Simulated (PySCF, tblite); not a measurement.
# C₆H₁₀BNO: geometry, infrared bands and NMR shifts

Aim: predict the infrared bands and NMR shifts of C₆H₁₀BNO (`COBc1ccn(C)c1`).

Computed with tblite 0.8.0 and PySCF 2.14.0, with density-fitted response routines of our own, on a single molecule in the gas phase. Atoms count from 0, in the outputs and in this text.

## Step 1: The starting structure

19 atoms, charge 0, multiplicity 1; geometry from: force field or distance geometry start.

Bonds of the start (Å): C0–O1 1.42, O1–B2 1.46, B2–C3 1.58, C3–C4 1.37, C4–C5 1.38, C5–N6 1.34, N6–C7 1.45, N6–C8 1.35, C8–C3 1.39, C0–H9 1.12, C0–H10 1.11, C0–H11 1.11, B2–H12 1.17, C4–H13 1.09, C5–H14 1.08, C7–H15 1.11, C7–H16 1.11, C7–H17 1.11, C8–H18 1.09.

## Step 2: Relaxing the molecule with GFN2-xTB

The job: settings as JSON, then the geometry in Å.

```
{"job": {"kind": "relax", "xc": "GFN2-xTB", "basis": "xTB"}, "charge": 0, "multiplicity": 1}
C      2.750400    -0.923900     1.472100
O      2.306400     0.423400     1.495700
B      1.952500     0.822600     0.141900
C      0.465900     0.698500    -0.367700
C     -0.011900     1.038600    -1.601300
C     -1.361900     0.730300    -1.611800
N     -1.707500     0.229600    -0.414100
C     -3.015000    -0.288600    -0.045000
C     -0.596100     0.180600     0.355700
H      1.924400    -1.608000     1.143800
H      3.645900    -1.047900     0.835400
H      3.017200    -1.226600     2.504900
H      2.757200     1.295100    -0.563900
H      0.560300     1.457400    -2.433100
H     -2.037700     0.867200    -2.441700
H     -3.818400     0.268400    -0.574100
H     -3.082200    -1.364100    -0.319300
H     -3.190000    -0.189400     1.043400
H     -0.569300    -0.200200     1.371600
```

Run with:

```bash
$ OMP_NUM_THREADS=1 python probes_run.py task.json out
```

This one command runs all jobs of the session in turn.

**Question.** This job is followed by: GFN2-xTB harmonic vibrations, gas phase; GIAO PBE0/pcSseg-1 NMR shielding, non-relativistic, gas phase. Predict these results of the whole session: strongest single infrared mode (GFN2-xTB); zero-point energy (GFN2-xTB); 13C shifts against TMS (PBE0/pcSseg-1); 1H shifts against TMS (PBE0/pcSseg-1, means over atoms taken as alike); 17O shifts against H2O (PBE0/pcSseg-1); 11B shifts against BF3·OEt2 (PBE0/pcSseg-1); 15N shifts against NH3 (PBE0/pcSseg-1); surface potential, 1st and 99th percentile.

The runs gave:

| quantity | value |
| --- | --- |
| strongest single infrared mode (GFN2-xTB) | 1286 cm⁻¹, 408 km/mol |
| zero-point energy (GFN2-xTB) | 95.2 kcal/mol |
| 13C shifts against TMS (PBE0/pcSseg-1) | 132.4, 129.2, 125.1, 123.8, 63.1, 36.5 ppm |
| 1H shifts against TMS (PBE0/pcSseg-1, means over atoms taken as alike) | 7.16, 6.63, 6.48, 5.41, 4.29, 3.76 ppm |
| 17O shifts against H2O (PBE0/pcSseg-1) | 158.5 ppm |
| 11B shifts against BF3·OEt2 (PBE0/pcSseg-1) | 39.6 ppm |
| 15N shifts against NH3 (PBE0/pcSseg-1) | 179.8 ppm |
| surface potential, 1st and 99th percentile | -1.23 V and 1.06 V |

**Reading.** Relaxing lowered the energy by 0.989 eV in 97 steps; the close pair that moved most is O1–B2, from 1.455 to 1.340 Å. The lowest mode is imaginary (32i cm⁻¹), so the xTB geometry is not a minimum. The strongest single mode, at 1286 cm⁻¹, is spread over many atoms; the largest shares are those of B2, O1. Unscaled tight-binding wavenumbers are off by several per cent, some by more. Its intensities can rank the bands wrongly. At PBE0/pcSseg-1: Shielding is most anisotropic at O1 (span 387 ppm, paramagnetic term -224 ppm). NICS(1)zz of -28 ppm above the planar ring from C3 marks a diatropic (aromatic) ring current.
